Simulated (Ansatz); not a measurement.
# HfC (rocksalt type): how the settings move a single-point run

Question: which choices in the input matter for HfC (rocksalt type)?

Method: reference: DFT, PBE, all-electron LAPW, scalar-relativistic, in Ansatz 0.2.0.

## Step 1: Starting point

The structure is cubic, space group Fm-3m (No. 225). Conventional cell: a = 3.923 Å, b = 3.923 Å, c = 3.923 Å, α = 90.00°, β = 90.00°, γ = 90.00°. Hf (site symmetry m-3m) has 6 C at 1.96 Å in its first shell of neighbours. Around C (site symmetry m-3m) lie 6 Hf at 1.96 Å.

As a file:

```
CELL_PARAMETERS angstrom
0.00000 1.96146 1.96146
1.96146 0.00000 1.96146
1.96146 1.96146 0.00000
ATOMIC_POSITIONS crystal
Hf 0.00000 0.00000 0.00000
C 0.50000 0.50000 0.50000
```

## Step 2: The reference run

Input file input.yaml:

```yaml
crystal:
  lattice:
    - [0.0, 1.9614555596, 1.9614555596]
    - [1.9614555596, 0.0, 1.9614555596]
    - [1.9614555596, 1.9614555596, 0.0]
  atoms:
    - { symbol: Hf, position: [0.0, 0.0, 0.0] }
    - { symbol: C, position: [0.5, 0.5, 0.5] }
kpoints:
  mp_grid: { grid: [15, 15, 15] }
scf:
  occupations: { method: fermi_dirac, width: 0.08 }
hamiltonian:
  xc: pbe
  pseudopotentials: { kind: all_electron, lapw: { basis_error: 0.001 } }
output:
  forces: true
  stress: true
  eigenvalues: true
  populations: true
```

Launch:

```bash
$ ansatz run input.yaml --threads 1 --pin off --max-ram 2048MiB --backend cpu --events-out ev --progress --plain --runs-dir out
```

## Step 3: Variant: mp_grid.grid [19, 19, 19], occupations.method tetrahedron, dispersion d3bjatm, width left out

input.yaml: that of step 2 with these lines changed.

```diff
@@ -9,5 +9,5 @@
 kpoints:
-  mp_grid: { grid: [15, 15, 15] }
+  mp_grid: { grid: [19, 19, 19] }
 scf:
-  occupations: { method: fermi_dirac, width: 0.08 }
+  occupations: { method: tetrahedron }
 hamiltonian:
@@ -15,2 +15,3 @@
   pseudopotentials: { kind: all_electron, lapw: { basis_error: 0.001 } }
+  dispersion: d3bjatm
 output:
```

Q: Predict the outcome of this session. Wanted: for each run, ending; energy change; pressure; gap; force.

As calculated:

| run | ending | energy change | pressure (GPa) | gap (eV) | force (eV/Å) | cycles | time |
| --- | --- | --- | --- | --- | --- | --- | --- |
| reference | converged | 0 | 321.0 | 0.00 | 0.00 | 10 | 33 s |
| 1: mp_grid.grid [19, 19, 19], occupations.method tetrahedron, dispersion d3bjatm, width left out | converged | -524.9 meV/atom (σ→0) (dispersion and other settings together) | 311.4 | 0.00 | 0.00 | 10 | 58 s |

Residual by cycle in the longest SCF loop of each run; runs are numbered as in the table. The quantity is the density residual dr2, in eV.

| cycle | reference | run 1 |
| --- | --- | --- |
| 1 | 5.6 | 5.61 |
| 2 | 0.549 | 0.552 |
| 3 | 0.359 | 0.359 |
| 4 | 0.102 | 0.101 |
| 5 | 0.00147 | 0.00141 |
| 6 | 1.6e-4 | 1.6e-4 |
| 7 | 1.4e-5 | 1.4e-5 |
| 8 | 6.0e-7 | 6.1e-7 |
| 9 | 5.3e-8 | 5.1e-8 |
| 10 | 5.2e-9 | 5.4e-9 |

What this shows: The energy moves by -524.9 meV/atom, nearly all of it the dispersion term itself (-524.9 meV/atom); that offset belongs to the model and is no gain or loss of stability; the pressure goes from 321.0 to 311.4 GPa. The structure is not at rest: the sound run finds 321 GPa, so these are no properties of the relaxed crystal. 
